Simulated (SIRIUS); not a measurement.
The system is HfB.

```xyz
2
Lattice="0.0000 2.3100 2.3100 2.3100 0.0000 2.3100 2.3100 2.3100 0.0000" Properties=species:S:1:pos:R:3 pbc="T T T"
Hf    2.3100    2.3100    2.3100
B     0.0000    0.0000    0.0000
```

```yaml
Program: SIRIUS 7.12.0
Task: relaxation of cell and atoms
Functional: revPBE
Dispersion: D4
Potentials_or_basis: PseudoDojo 0.4.1 PBE standard (scalar relativistic)
Cutoff: 1054 eV
Density_cutoff: 4214 eV
k_mesh: 7 × 7 × 7
Occupations: fermi-dirac, width 0.05 eV
Spin: no spin polarisation
```

At the start: pressure 24.1 GPa; volume 12.33 Å³/atom.

Problem. Where does the relaxation end?

Solution. Over 4 steps the energy falls by 100.3 meV/atom and the volume is 13.78 Å³/atom (+11.8 %); space group Fm-3m (No. 225, to 0.05 Å).

Step by step:
| step | energy change (eV) | largest force (eV/Å) | pressure (GPa) | volume (Å³) |
| --- | --- | --- | --- | --- |
| 1 | 0.0000 | 0.0000 | 24.13 | 24.65 |
| 2 | -0.1194 | 0.0000 | 14.39 | 25.65 |
| 3 | -0.1999 | 0.0000 | 1.21 | 27.38 |
| 4 | -0.2007 | 0.0000 | 0.07 | 27.55 |

Final structure:
```
Hf B
1.0
    -0.00001    2.39722    2.39722
     2.39722   -0.00001    2.39722
     2.39722    2.39722   -0.00001
Hf B
1 1
Direct
  0.50000 0.50000 0.50000
  0.00000 0.00000 0.00000
```

Caveat: the potentials were made for another functional, which shifts forces and pressure; pairwise dispersion overbinds metals, which lowers pressure and volume.
